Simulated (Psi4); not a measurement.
# quartet SiCNF2: levels of theory compared

We compute a comparison of 3 runs (U-r2SCAN/aug-cc-pVDZ, U-revPBE/aug-cc-pVDZ, UBLYP/aug-cc-pVDZ) of quartet SiCNF2. 

Program for the calculation: Psi4 1.11.

6 further runs of the same task are left out: 6 that didn't finish.

### Step 1. The molecule

SiCNF2: 5 atoms, total charge 0, spin state quartet. As SMILES of the parent species, `N#C[Si](F)F`. Geometry: relaxed at PBE0-D4/def2-TZVP. That shape belongs to the parent species and isn't relaxed for this state.

Bond lengths: N1–C2 1.152 Å, C2–Si3 1.842 Å, Si3–F4 1.580 Å, Si3–F5 1.580 Å. Angles: N1–C2–Si3 172.4°, C2–Si3–F4 107.6°, C2–Si3–F5 107.6°, F4–Si3–F5 108.8°.

### Step 2. Energy and forces at U-r2SCAN/aug-cc-pVDZ (run 1)

Contents of cf2nsi.json:

```json
{
 "schema_name": "qcschema_input",
 "schema_version": 1,
 "molecule": {
  "schema_name": "qcschema_molecule",
  "schema_version": 2,
  "symbols": ["N", "C", "Si", "F", "F"],
  "geometry": [2.69493843, -2.0858797, 2.57815335, 1.40406651, -1.07034088, 1.14800862, -0.3643392, 0.40459036, -1.46170316, -3.12863057, -0.72263127, -1.43146754, -0.51192681, 3.33517764, -0.91141491],
  "molecular_charge": 0,
  "molecular_multiplicity": 4,
  "fix_symmetry": "c1"
 },
 "driver": "gradient",
 "model": {
  "method": "r2scan",
  "basis": "aug-cc-pVDZ"
 },
 "keywords": {
  "reference": "uks",
  "puream": true,
  "e_convergence": 1e-09,
  "d_convergence": 1e-08,
  "scf_type": "pk",
  "dft_radial_points": 99,
  "dft_spherical_points": 590,
  "maxiter": 100,
  "scf_properties": ["QUADRUPOLE", "MAYER_INDICES", "DIPOLE"]
 }
}
```

The run is started by

```
$ psi4 --qcschema cf2nsi.json -n 1 --memory 2200MB
```

stdout:

```text
[...]
  Running in c1 symmetry.
[...]
  Nuclear repulsion =  200.026103029571544
[...]
  Multiplicity = 4
[...]
  Nalpha       = 24
  Nbeta        = 21
[...]
    Number of basis functions: 119
[...]
   @UKS iter   1:  -580.96975630883185    3.18027e-01   8.13719e-03 ADIIS/DIIS
[...]
   @UKS iter  17:  -581.74914978848324   -4.20641e-12   3.12900e-09 DIIS
[...]
   @S^2 Observed:                3.760171568E+00
[...]
  @UKS Final Energy:  -581.74914978848324
   => Energetics <=
    Nuclear Repulsion Energy =            200.0261030295715443
    One-Electron Energy =               -1201.5329217235894248
    Two-Electron Energy =                 473.8520863986328777
    DFT Exchange-Correlation Energy =     -54.0944174930983124
    Empirical Dispersion Energy =           0.0000000000000000
    VV10 Nonlocal Energy =                  0.0000000000000000
    Total Energy =                       -581.7491497884832370
[...]
 Multipole Moments:
 ------------------------------------------------------------------------------------
     Multipole            Electronic (a.u.)      Nuclear  (a.u.)        Total (a.u.)
 ------------------------------------------------------------------------------------
 L = 1.  Multiply by 2.5417464519 to convert [e a0] to [Debye]
 Dipole X            :         -1.5162061            1.5428249            0.0266188
 Dipole Y            :          1.1334498           -1.0932037            0.0402461
 Dipole Z            :         -1.2153207            0.7669656           -0.4483551
 Magnitude           :                                                    0.4509441
 L = 2.  Multiply by 1.3450342976 to convert [e a0^2] to [Debye ang]
 Quadrupole XX       :       -179.6564101          152.5461821          -27.1102281
 Quadrupole XY       :         44.3964965          -43.5695689            0.8269276
[...]
  -Total Gradient:
     Atom            X                  Y                   Z
    ------   -----------------  -----------------  -----------------
       1       -0.179203444105     0.141292168884    -0.200991687804
       2        0.177633262391    -0.141121719351     0.207586765022
       3       -0.052243584908     0.034267551485    -0.004566185419
       4        0.042646850124     0.007189230627     0.002025938453
       5        0.011175682036    -0.041610933991    -0.004226359523
[...]
```

The result, in JSON:

```text
{
 "driver": "gradient",
 "model": {
  "method": "r2scan",
  "basis": "aug-cc-pVDZ"
 },
 "success": true,
 "return_result": [-0.17920344410524236, 0.14129216888393475, -0.20099168780383975, 0.17763326239105576, -0.14112171935110415, 0.20758676502203652, -0.052243584907553604, 0.03426755148512532, -0.004566185419268398, 0.04264685012446569, 0.007189230626657633, 0.002025938453157714, 0.011175682036419684, -0.04161093399123875, -0.00422635952282624],
 "properties": {
  "calcinfo_nbasis": 119,
  "calcinfo_nmo": 119,
  "calcinfo_nalpha": 24,
  "calcinfo_nbeta": 21,
  "calcinfo_natom": 5,
  "nuclear_repulsion_energy": 200.02610302957154,
  "return_energy": -581.7491497884832,
  "return_gradient": [-0.17920344410524236, 0.14129216888393475, -0.20099168780383975, 0.17763326239105576, -0.14112171935110415, 0.20758676502203652, -0.052243584907553604, 0.03426755148512532, -0.004566185419268398, 0.04264685012446569, 0.007189230626657633, 0.002025938453157714, 0.011175682036419684, -0.04161093399123875, -0.00422635952282624],
  "scf_one_electron_energy": -1201.5329217235894,
  "scf_two_electron_energy": 473.8520863986329,
  "scf_xc_energy": -54.09441749309831,
  "scf_dipole_moment": [0.026618788981564778, 0.04024610033586873, -0.44835510161681746],
  "scf_total_energy": -581.7491497884832,
  "scf_total_gradient": [-0.17920344410524236, 0.14129216888393475, -0.20099168780383975, 0.17763326239105576, -0.14112171935110415, 0.20758676502203652, -0.052243584907553604, 0.03426755148512532, -0.004566185419268398, 0.04264685012446569, 0.007189230626657633, 0.002025938453157714, 0.011175682036419684, -0.04161093399123875, -0.00422635952282624],
  "scf_iterations": 17
 }
}
```

Wall time 71 s (1 thread of Intel Xeon 6975P-C (Granite Rapids), shared host); peak memory 0.75 GiB.

### Step 3. Energy and forces at U-revPBE/aug-cc-pVDZ (run 2)

Contents of job.inp:

```
memory 2200 mb

molecule mol {
  0 4
  N      1.426100    -1.103800     1.364300
  C      0.743000    -0.566400     0.607500
  Si    -0.192800     0.214100    -0.773500
  F     -1.655600    -0.382400    -0.757500
  F     -0.270900     1.764900    -0.482300
  symmetry c1
  no_reorient
  no_com
}

set reference uks
set puream true
set e_convergence 1e-09
set d_convergence 1e-08
set scf_type pk
set dft_radial_points 99
set dft_spherical_points 590
set maxiter 100

gradient('revpbe/aug-cc-pVDZ')
```

The run is started by

```
$ psi4 -i job.inp -o job.out -n 1
```

job.out:

```text
[...]
  Running in c1 symmetry.
[...]
  Nuclear repulsion =  200.026103011271260
[...]
  Multiplicity = 4
[...]
  Nalpha       = 24
  Nbeta        = 21
[...]
    Number of basis functions: 119
[...]
   @UKS iter   1:  -580.87533641042171    4.94498e-01   8.70981e-03 ADIIS/DIIS
[...]
   @UKS iter  17:  -581.74467631185564   -3.29692e-12   5.68390e-09 DIIS
[...]
   @S^2 Observed:                3.755558177E+00
[...]
  @UKS Final Energy:  -581.74467631185564
   => Energetics <=
    Nuclear Repulsion Energy =            200.0261030112712604
    One-Electron Energy =               -1201.3802400293288883
    Two-Electron Energy =                 473.6557295320009757
    DFT Exchange-Correlation Energy =     -54.0462688257991175
    Empirical Dispersion Energy =           0.0000000000000000
    VV10 Nonlocal Energy =                  0.0000000000000000
    Total Energy =                       -581.7446763118556419
[...]
 Multipole Moments:
 ------------------------------------------------------------------------------------
     Multipole            Electronic (a.u.)      Nuclear  (a.u.)        Total (a.u.)
 ------------------------------------------------------------------------------------
 L = 1.  Multiply by 2.5417464519 to convert [e a0] to [Debye]
 Dipole X            :         10.5925100          -10.5767971            0.0157129
 Dipole Y            :         -8.1117707            8.1539793            0.0422086
 Dipole Z            :         16.2057904          -16.6146611           -0.4088706
 Magnitude           :                                                    0.4113437
[...]
  -Total Gradient:
     Atom            X                  Y                   Z
    ------   -----------------  -----------------  -----------------
       1       -0.185693512586     0.146372081218    -0.207982023367
       2        0.181254350532    -0.143754038260     0.209919707708
       3       -0.065218704641     0.041582806634     0.003633852686
       4        0.058170495919     0.014136640339     0.001871564081
       5        0.011447024111    -0.058315484381    -0.007411752392
[...]
```

Wall time 44 s (1 thread of Intel Xeon 6975P-C (Granite Rapids), shared host); peak memory 0.73 GiB.

### Step 4. The energy at UBLYP/aug-cc-pVDZ (run 3)

Contents of cf2nsi.json:

```json
{
  "schema_name": "qcschema_input",
  "schema_version": 1,
  "molecule": {
    "schema_name": "qcschema_molecule",
    "schema_version": 2,
    "symbols": ["N", "C", "Si", "F", "F"],
    "geometry": [2.69493843, -2.0858797, 2.57815335, 1.40406651, -1.07034088, 1.14800862, -0.3643392, 0.40459036, -1.46170316, -3.12863057, -0.72263127, -1.43146754, -0.51192681, 3.33517764, -0.91141491],
    "molecular_charge": 0,
    "molecular_multiplicity": 4,
    "fix_symmetry": "c1",
    "fix_com": true,
    "fix_orientation": true
  },
  "driver": "energy",
  "model": {
    "method": "blyp",
    "basis": "aug-cc-pVDZ"
  },
  "keywords": {
    "reference": "uks",
    "puream": true,
    "e_convergence": 1e-09,
    "d_convergence": 1e-08,
    "scf_type": "pk",
    "dft_radial_points": 99,
    "dft_spherical_points": 590,
    "maxiter": 100,
    "scf_properties": ["QUADRUPOLE", "WIBERG_LOWDIN_INDICES", "MAYER_INDICES"]
  }
}
```

The run is started by

```
$ psi4 --qcschema cf2nsi.json -n 1 --memory 2200MB
```

stdout:

```text
[...]
  Running in c1 symmetry.
[...]
  Nuclear repulsion =  200.026103029571516
[...]
  Multiplicity = 4
[...]
  Nalpha       = 24
  Nbeta        = 21
[...]
    Number of basis functions: 119
[...]
   @UKS iter   1:  -580.92805623842412    5.73930e-01   9.17924e-03 ADIIS/DIIS
[...]
   @UKS iter  17:  -581.86123517622900   -2.72848e-12   4.59791e-09 DIIS
[...]
   @S^2 Observed:                3.754477193E+00
[...]
    Orbital Energies [Eh]
    ---------------------
    Alpha Occupied:
       1A    -65.624606     2A    -24.348795     3A    -24.348791
       4A    -14.098842     5A    -10.018072     6A     -5.179893
       7A     -3.600442     8A     -3.600054     9A     -3.598986
      10A     -1.138006    11A     -1.119963    12A     -0.929857
      13A     -0.577636    14A     -0.492617    15A     -0.470674
      16A     -0.435313    17A     -0.423484    18A     -0.415593
      19A     -0.402141    20A     -0.391025    21A     -0.385140
      22A     -0.371033    23A     -0.234627    24A     -0.129406
    Alpha Virtual:
      25A     -0.093105    26A     -0.006704    27A     -0.004808
[...]
  @UKS Final Energy:  -581.86123517622900
   => Energetics <=
    Nuclear Repulsion Energy =            200.0261030295715159
    One-Electron Energy =               -1201.3225737359580307
    Two-Electron Energy =                 473.6009365829033300
    DFT Exchange-Correlation Energy =     -54.1657010527457601
    Empirical Dispersion Energy =           0.0000000000000000
    VV10 Nonlocal Energy =                  0.0000000000000000
    Total Energy =                       -581.8612351762290018
[...]
 Multipole Moments:
 ------------------------------------------------------------------------------------
     Multipole            Electronic (a.u.)      Nuclear  (a.u.)        Total (a.u.)
 ------------------------------------------------------------------------------------
 L = 1.  Multiply by 2.5417464519 to convert [e a0] to [Debye]
 Dipole X            :         10.5865706          -10.5767971            0.0097734
 Dipole Y            :         -8.1030443            8.1539792            0.0509349
 Dipole Z            :         16.1675441          -16.6146611           -0.4471170
 Magnitude           :                                                    0.4501150
 L = 2.  Multiply by 1.3450342976 to convert [e a0^2] to [Debye ang]
 Quadrupole XX       :       -182.4134366          154.9792560          -27.4341806
 Quadrupole XY       :         46.2296382          -45.4485992            0.7810390
[...]
```

The result, in JSON:

```text
{
 "driver": "energy",
 "model": {
  "method": "blyp",
  "basis": "aug-cc-pVDZ"
 },
 "success": true,
 "return_result": -581.861235176229,
 "properties": {
  "calcinfo_nbasis": 119,
  "calcinfo_nmo": 119,
  "calcinfo_nalpha": 24,
  "calcinfo_nbeta": 21,
  "calcinfo_natom": 5,
  "nuclear_repulsion_energy": 200.02610302957152,
  "return_energy": -581.861235176229,
  "scf_one_electron_energy": -1201.322573735958,
  "scf_two_electron_energy": 473.60093658290333,
  "scf_xc_energy": -54.16570105274576,
  "scf_dipole_moment": [0.009773439354368918, 0.05093491815405571, -0.4471170142598453],
  "scf_total_energy": -581.861235176229,
  "scf_iterations": 17
 }
}
```

Run time: 28 s. Hardware: 1 thread of Intel Xeon 6975P-C (Granite Rapids), shared host; peak memory 0.72 GiB.

### Step 5. The series

| run | level | task | energy (Eh) | dipole moment (D) | HOMO energy (eV) | ⟨S²⟩ | wall time |
| --- | --- | --- | --- | --- | --- | --- | --- |
| 1 | U-r2SCAN/aug-cc-pVDZ | gradient | -581.749150 | 1.15 | -4.08 | 3.760 | 71 s |
| 2 | U-revPBE/aug-cc-pVDZ | gradient | -581.744676 | 1.05 | -3.71 | 3.756 | 44 s |
| 3 | UBLYP/aug-cc-pVDZ | energy | -581.861235 | 1.14 | -3.52 | 3.754 | 28 s |

### Step 6. Summary of results

| quantity | value |
| --- | --- |
| run 3: total energy | -581.86124 Eh |
| run 3: dipole moment | 1.14 D |
| run 3: HOMO energy (highest over α and β) | -3.52 eV |
| run 3: ⟨S²⟩ | 3.754 |

**Reading.** The dipole moment (its size) runs from 1.05 D (U-revPBE/aug-cc-pVDZ) to 1.15 D (U-r2SCAN/aug-cc-pVDZ). Totals of different functionals can't be ranked against each other. All runs together took 2.4 min, the longest 71 s.
